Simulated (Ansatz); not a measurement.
# NiS: properties at the relaxed cell

This session takes NiS and sets out to measure the bulk modulus from energies at several volumes.

Program: Ansatz 0.2.0. Level of theory: DFT PBEsol, scalar-relativistic, plane waves, PAW. These are calculated values, not measurements.

## (1) The starting structure

It takes space group P6_3/mmc (No. 194, hexagonal). The conventional cell has a = 3.405 Å, b = 3.405 Å, c = 5.074 Å, α = 90.00°, β = 90.00°, γ = 120.00°. Ni (site symmetry -3m) has 6 S at 2.34 Å and 2 Ni at 2.54 Å as nearest neighbours. S (site symmetry -6m2) is surrounded by 6 Ni at 2.34 Å.

As a file:

```
Ni S
1.0
     3.40544    0.00000    0.00000
    -1.70272    2.94920    0.00000
     0.00000    0.00000    5.07356
Ni S
2 2
Direct
  0.00000 0.00000 0.00000
  0.00000 0.00000 0.50000
  0.33333 0.66667 0.25000
  0.66667 0.33333 0.75000
```

It is the result of an earlier relaxation at this level (volume 12.74 Å³/atom; gap on the mesh: none (metal)).

## (2) Volume × 0.97

File input.yaml:

```yaml
crystal:
  lattice:
    - [3.3710400223, 0.0, 0.0]
    - [-1.6855200111, 2.9194062965, 0.0]
    - [0.0, 0.0, 5.0223118691]
  atoms:
    - { symbol: Ni, position: [0.0, 0.0, 0.0] }
    - { symbol: Ni, position: [0.0, 0.0, 0.5] }
    - { symbol: S, position: [0.3333333333, 0.6666666667, 0.25] }
    - { symbol: S, position: [0.6666666667, 0.3333333333, 0.75] }
basis:
  ecutwfc: 420
kpoints:
  mp_grid: { grid: [12, 12, 8] }
hamiltonian:
  xc: pbesol
scf:
  occupations: { method: gaussian, width: 0.1 }
output:
  forces: true
  stress: true
  eigenvalues: true
relax:
  adjacent_minimum: "off"
  f_tol: 0.01
  max_steps: 30
  cell: { stress_tol: 0.1, fix: [volume] }
```

The run is started by

```bash
> ansatz run input.yaml --threads 1 --pin off --max-ram 2560MiB --backend cpu --events-out ev --progress --plain --runs-dir out
```

## (3) Point at V/V0 = 1.03

input.yaml: that of step 2 with these lines changed.

```diff
@@ -2,5 +2,5 @@
   lattice:
-    - [3.3710400223, 0.0, 0.0]
-    - [-1.6855200111, 2.9194062965, 0.0]
-    - [0.0, 0.0, 5.0223118691]
+    - [3.4391601941, 0.0, 0.0]
+    - [-1.719580097, 2.9784000958, 0.0]
+    - [0.0, 0.0, 5.1238000582]
   atoms:
```

## (4) The cell scaled to 0.94 of its volume

input.yaml: that of step 3 with these lines changed.

```diff
@@ -2,5 +2,5 @@
   lattice:
-    - [3.4391601941, 0.0, 0.0]
-    - [-1.719580097, 2.9784000958, 0.0]
-    - [0.0, 0.0, 5.1238000582]
+    - [3.3359224683, 0.0, 0.0]
+    - [-1.6679612341, 2.8889936026, 0.0]
+    - [0.0, 0.0, 4.9699923157]
   atoms:
```

## (5) Volume × 1.06

input.yaml: that of step 4 with these lines changed.

```diff
@@ -2,5 +2,5 @@
   lattice:
-    - [3.3359224683, 0.0, 0.0]
-    - [-1.6679612341, 2.8889936026, 0.0]
-    - [0.0, 0.0, 4.9699923157]
+    - [3.4722310709, 0.0, 0.0]
+    - [-1.7361155354, 3.0070403152, 0.0]
+    - [0.0, 0.0, 5.1730703889]
   atoms:
```

## (6) Volume × 0.91

input.yaml: that of step 5 with these lines changed.

```diff
@@ -2,5 +2,5 @@
   lattice:
-    - [3.4722310709, 0.0, 0.0]
-    - [-1.7361155354, 3.0070403152, 0.0]
-    - [0.0, 0.0, 5.1730703889]
+    - [3.300049554, 0.0, 0.0]
+    - [-1.650024777, 2.8579267475, 0.0]
+    - [0.0, 0.0, 4.916547396]
   atoms:
```

## (7) Volume × 1.10

input.yaml: that of step 6 with these lines changed.

```diff
@@ -2,5 +2,5 @@
   lattice:
-    - [3.300049554, 0.0, 0.0]
-    - [-1.650024777, 2.8579267475, 0.0]
-    - [0.0, 0.0, 4.916547396]
+    - [3.515368787, 0.0, 0.0]
+    - [-1.7576843935, 3.0443986732, 0.0]
+    - [0.0, 0.0, 5.2373387043]
   atoms:
```

## (8) The cell scaled to 0.88 of its volume

input.yaml: that of step 7 with these lines changed.

```diff
@@ -2,5 +2,5 @@
   lattice:
-    - [3.515368787, 0.0, 0.0]
-    - [-1.7576843935, 3.0443986732, 0.0]
-    - [0.0, 0.0, 5.2373387043]
+    - [3.2633793015, 0.0, 0.0]
+    - [-1.6316896508, 2.8261693773, 0.0]
+    - [0.0, 0.0, 4.8619145696]
   atoms:
```

(Steps that only read results are left out.)

Before running it: what results should come out? Wanted: equilibrium volume of the fit; bulk modulus.

The runs gave:

| quantity | value |
| --- | --- |
| equilibrium volume of the fit | 12.74 Å³/atom |
| bulk modulus | 160 GPa |
| its pressure derivative | 4.7 |

What this shows: The fit puts the minimum at 12.74 Å³/atom with B = 160 GPa and B' = 4.7. The final runs have no spin polarisation, so no magnetic state was tried and one may lie lower.
